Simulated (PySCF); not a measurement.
**GaH⁺ with other numerical set-ups**

Which parts of the numerical set-up matter for GaH⁺? Each run edits the base script.

The runs use PySCF 2.14.0; method and basis as typed in the scripts.

**1. Starting geometry**

GaH⁺: 2 atoms, charge 1, spin multiplicity 2.

Bond lengths: Ga1–H2 1.706 Å.

**2. The base run**

input.py

```python
from pyscf import gto, dft

mol = gto.M(
    atom='Ga 0 0 0; H 0 0 1.706',
    basis='cc-pvdz-dk',
    charge=1,
    spin=1,
    verbose=4,
)
mf = dft.UKS(mol, xc='revtpss')
mf = mf.sfx2c1e()
mf.kernel()
mf.analyze()
print('orbital energies (hartree):', [e[max(0, n-3):n+3].round(4) for e, n in zip(mf.mo_energy, mol.nelec)])
```

Launch:

```
$ OMP_NUM_THREADS=1 python input.py
```

The log of this run is left out.

In short: E(SCF) = -1943.521358 Eh, 9 cycles, ⟨S²⟩ = 0.762.

The bond length is a typed value, not an optimised one. The dipole of an ion depends on the origin.

**3. Jorge-dzp (X2C off)**

Edit 1 changes basis set: cc-pvdz-dk → jorge-dzp; spin-free X2C: on → off.

input.py

```python
from pyscf import gto, dft

mol = gto.M(
    atom='Ga 0 0 0; H 0 0 1.706',
    basis='jorge-dzp',
    charge=1,
    spin=1,
    verbose=4,
)
mf = dft.UKS(mol, xc='revtpss')
mf.kernel()
mf.analyze()
print('orbital energies (hartree):', [e[max(0, n-3):n+3].round(4) for e, n in zip(mf.mo_energy, mol.nelec)])
```

Launch:

```
$ OMP_NUM_THREADS=1 python input.py
```

**4. Cartesian functions on**

Edit 2 changes Cartesian functions: off → on.

input.py, as its differences from that of step 2:

```diff
@@ -7,2 +7,3 @@
     spin=1,
+    cart=True,
     verbose=4,
```

**5. X2c-svpall**

Edit 3 changes basis set: cc-pvdz-dk → x2c-svpall.

input.py, as its differences from that of step 2:

```diff
@@ -4,3 +4,3 @@
     atom='Ga 0 0 0; H 0 0 1.706',
-    basis='cc-pvdz-dk',
+    basis='x2c-svpall',
     charge=1,
```

**6. Spin-free X2C off**

Edit 4 changes spin-free X2C: on → off.

input.py, as its differences from that of step 2:

```diff
@@ -10,3 +10,2 @@
 mf = dft.UKS(mol, xc='revtpss')
-mf = mf.sfx2c1e()
 mf.kernel()
```

What does the calculation give? Wanted: for each run, E(SCF); from base; gap, α spin.

The runs gave:

| run | E(SCF) (hartree) | from base (eV) | cycles | gap, α spin (eV) | functions |
| --- | --- | --- | --- | --- | --- |
| base | -1943.521358 | 0 | 9 | 4.72 | 32 |
| jorge-dzp (X2C off) | -1924.508914 | not comparable | 10 | 4.58 | 48 |
| Cartesian functions on | -1943.522646 | -0.0350 | 9 | 4.73 | 34 |
| x2c-svpall | -1943.270348 | +6.8303 | 9 | 4.70 | 37 |
| spin-free X2C off (poor choice) | -1914.645837 | not comparable | 9 | 4.49 | 32 |

What this shows: The largest comparable shift of the SCF energy, +6.830 eV, comes with the run “x2c-svpall”. x2c-svpall (37 functions) gives an energy 6.83 eV higher than cc-pvdz-dk (32); size alone doesn't order basis sets of different families. Rows marked «poor choice» come from settings spoiled on purpose.
